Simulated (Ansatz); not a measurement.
**H2Se (singlet): the correlation ladder at distance Se1–H3 = 3.229 Å, 6-31G**

How much of the correlation energy of H2Se (singlet) does each wave-function method recover here?

The runs use Ansatz 0.2.0, Gaussian basis; 6-31G, core rule «outside noble gas», up to 14 orbitals frozen.

To be run: UHF; CCSD(T) on RHF; CCSD(T) on UHF; BCCD(T) on RHF; CISD; CCSDT(Q) on RHF; CCSDT(Q) on UHF; CCSDTQ on RHF; CASSCF and MRCISD+Q, 2 electrons in 2 orbitals; CASSCF and NEVPT2, 2 electrons in 2 orbitals; CASSCF and MRCISD+Q, 8 electrons in 6 orbitals; CASSCF and NEVPT2, 8 electrons in 6 orbitals; Full CI.

17 further runs of the same task are left out: 16 that didn't finish, 1 set aside as unsound or not needed. Runs told in other sessions of the task aren't counted.

## (1) What is computed

The geometry derives from a PBE0/def2-TZVP stationary point (not a proven minimum). One bond is set to the value named and the two fragments are kept rigid. No spin-orbit coupling is included. The filled d shell of Se may be among the frozen orbitals whatever the setting's name suggests.

3 atoms, charge 0, spin multiplicity 1.

Atoms are counted from 1 here; the program's logs count them from 0.

Bond lengths: Se1–H2 1.467 Å.

## (2) UHF

Input file in.yaml:

```yaml
crystal:
  periodic: [false, false, false]
  atoms:
    - {symbol: Se, position_ang: [0.000000, -0.040904, -0.015669]}
    - {symbol: H, position_ang: [0.000000, 0.985594, -1.063459]}
    - {symbol: H, position_ang: [0.000000, 2.218774, 2.290908]}
basis:
  gaussian: {orbitals: 6-31G}
magnetization: {spin_polarized: true, initial_magnetization: 0}
hamiltonian: {xc: hf}
output: {orbitals: {seedname: orbitals}}
```

Command:

```
$ ansatz run in.yaml --threads 1 --pin off --events-out ev --progress --plain --max-ram 2393MiB
```

Further steps of the session: CCSD(T) on RHF; CCSD(T) on UHF; BCCD(T) on RHF; CISD; CCSDT(Q) on RHF; CCSDT(Q) on UHF; CCSDTQ on RHF; CASSCF and MRCISD+Q, 2 electrons in 2 orbitals; CASSCF and NEVPT2, 2 electrons in 2 orbitals; CASSCF and MRCISD+Q, 8 electrons in 6 orbitals; CASSCF and NEVPT2, 8 electrons in 6 orbitals; Full CI.

**Question.** What will the summary of the whole plan be? Wanted: FCI from the RHF energy; RMP2 from FCI; UMP2 from FCI; RCCSD from FCI; RCCSD(T) from FCI; UCCSD(T) from FCI; RCCSDT(Q) from FCI; UCCSDT(Q) from FCI; NEVPT2 pair from FCI.

As calculated:

| quantity | value |
| --- | --- |
| FCI from the RHF energy | -4.6659 eV |
| RMP2 from FCI | +40.38 kcal/mol |
| UMP2 from FCI | +9.50 kcal/mol |
| RCCSD from FCI | +2.63 kcal/mol |
| RCCSD(T) from FCI | -0.52 kcal/mol |
| UCCSD(T) from FCI | +1.18 kcal/mol |
| RCCSDT(Q) from FCI | -0.05 kcal/mol |
| UCCSDT(Q) from FCI | -0.01 kcal/mol |
| NEVPT2 pair from FCI | +7.48 kcal/mol |
| MRCISD+Q pair from FCI | -0.11 kcal/mol |
| NEVPT2 valence from FCI | +4.95 kcal/mol |
| levels within 1 kcal/mol (43 meV) | RCCSD(T), BCCD(T), RCCSDT, UCCSDT, RCCSDT(Q), UCCSDT(Q), RCCSDTQ, MRCISD pair, MRCISD+Q pair, MRCISD valence, MRCISD+Q valence |
| T1 diagnostic | 0.033 |
| effectively unpaired electrons | 1.64 |

What this shows: RCCSD(T) lands -0.52 kcal/mol from the yardstick (0.5 % of the correlation energy). CCSD(T) misses by -0.52 kcal/mol on the restricted determinant and by +1.18 kcal/mol on the unrestricted one; the two need not hold the same state or core. RCCSD(T), BCCD(T), RCCSDT(Q), MRCISD+Q pair fall below full CI, which methods that aren't variational can do. With 1.6 effectively unpaired electrons against 0 the state is strongly multireference. Coupled cluster on one determinant still stays close here. Of the multireference levels listed MRCISD+Q pair comes nearest in total energy (-0.11 kcal/mol), which doesn't show that its space is the better one. These misses are within one basis, not against nature.
